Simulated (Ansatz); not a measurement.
Working through a rigid scan of one bond length of CH6FNSn, SMILES [CH3][SnH]([NH2])[F]

Program: Ansatz 0.2.0, Python API.

Interactive session:
```pycon
>>> import warnings
>>> import ansatz as az
>>> import numpy as np
>>> warnings.simplefilter("ignore", az.DeckWarning)
>>> molecule = (
...     az.Crystal.molecule()
...     .atom("C", (-0.8588, 1.1257, 0.2729))
...     .atom("Sn", (-0.1311, -0.6185, -0.6306))
...     .atom("N", (1.6028, -1.1254, 0.2914))
...     .atom("F", (-1.3391, -2.0463, -0.4252))
...     .atom("H", (-1.0931, 0.9857, 1.3222))
...     .atom("H", (-0.1717, 2.0083, 0.1426))
...     .atom("H", (-1.8303, 1.4512, -0.2358))
...     .atom("H", (0.2112, -0.3188, -2.3381))
...     .atom("H", (1.4202, -1.2117, 1.3634))
...     .atom("H", (2.273, -0.3014, 0.24))
... )
>>> symbols = [site.symbol for site in molecule.cartesian_sites]
>>> start = np.array([site.position_ang for site in molecule.cartesian_sites])
>>> axis = (start[8] - start[2]) / np.linalg.norm(start[8] - start[2])
>>> moving = [8]
>>> lengths, energies = [0.96, 1.004, 1.047, 1.091, 1.134, 1.178, 1.222, 1.287], []
>>> for length in lengths:
...     xyz = start.copy()
...     xyz[moving] += (length - np.linalg.norm(start[8] - start[2])) * axis
...     point = az.Crystal.molecule()
...     for symbol, place in zip(symbols, xyz):
...         point = point.atom(symbol, place.tolist())
...     calculation = (
...         point.calculation()
...         .basis(gaussian="def2-SVP")
...         .functional("r2scan0")
...     )
...     summary = calculation.run().report
...     energies.append(summary["free_energy_ev"])
...     print(f"r = {length:6.3f} A  E = {energies[-1]:.5f} eV  <S^2> = {abs(summary['mean_field']['state']['spin_squared']):.3f}")
...
r =  0.960 A  E = -11167.14486 eV  <S^2> = 0.000
r =  1.004 A  E = -11167.22694 eV  <S^2> = 0.000
r =  1.047 A  E = -11167.21452 eV  <S^2> = 0.000
r =  1.091 A  E = -11167.13024 eV  <S^2> = 0.000
r =  1.134 A  E = -11166.99547 eV  <S^2> = 0.000
r =  1.178 A  E = -11166.81803 eV  <S^2> = 0.000
r =  1.222 A  E = -11166.61171 eV  <S^2> = 0.000
r =  1.287 A  E = -11166.27206 eV  <S^2> = 0.000
>>> fit = np.polynomial.Polynomial.fit(lengths, np.array(energies) - min(energies), 4).convert()
>>> roots = [r.real for r in fit.deriv().roots() if abs(r.imag) < 1e-9 and fit.deriv(2)(r.real) > 0]
>>> r_e = min(roots, key=lambda r: abs(r - lengths[int(np.argmin(energies))]))
>>> print(f"minimum of the fit at {r_e:.4f} A, force constant {fit.deriv(2)(r_e):.2f} eV/A^2")
minimum of the fit at 1.0187 A, force constant 44.76 eV/A^2
```

Reading the output:
- Total energies depend on the basis set; only differences at equal settings carry meaning.
- The rest of the molecule is held rigid at a force-field or estimated start geometry, and the basis set is modest; single-reference methods fail as a bond breaks.
- def2 sets replace the cores of elements past krypton by effective core potentials.
- The orbitals are restricted, so S² is zero by construction.
- Hardware and time: 37 s on 1 thread of Intel(R) Xeon(R) Platinum 8259CL CPU @ 2.50GHz (Skylake/Cascade Lake), on a shared host, peak memory 0.28 GiB.
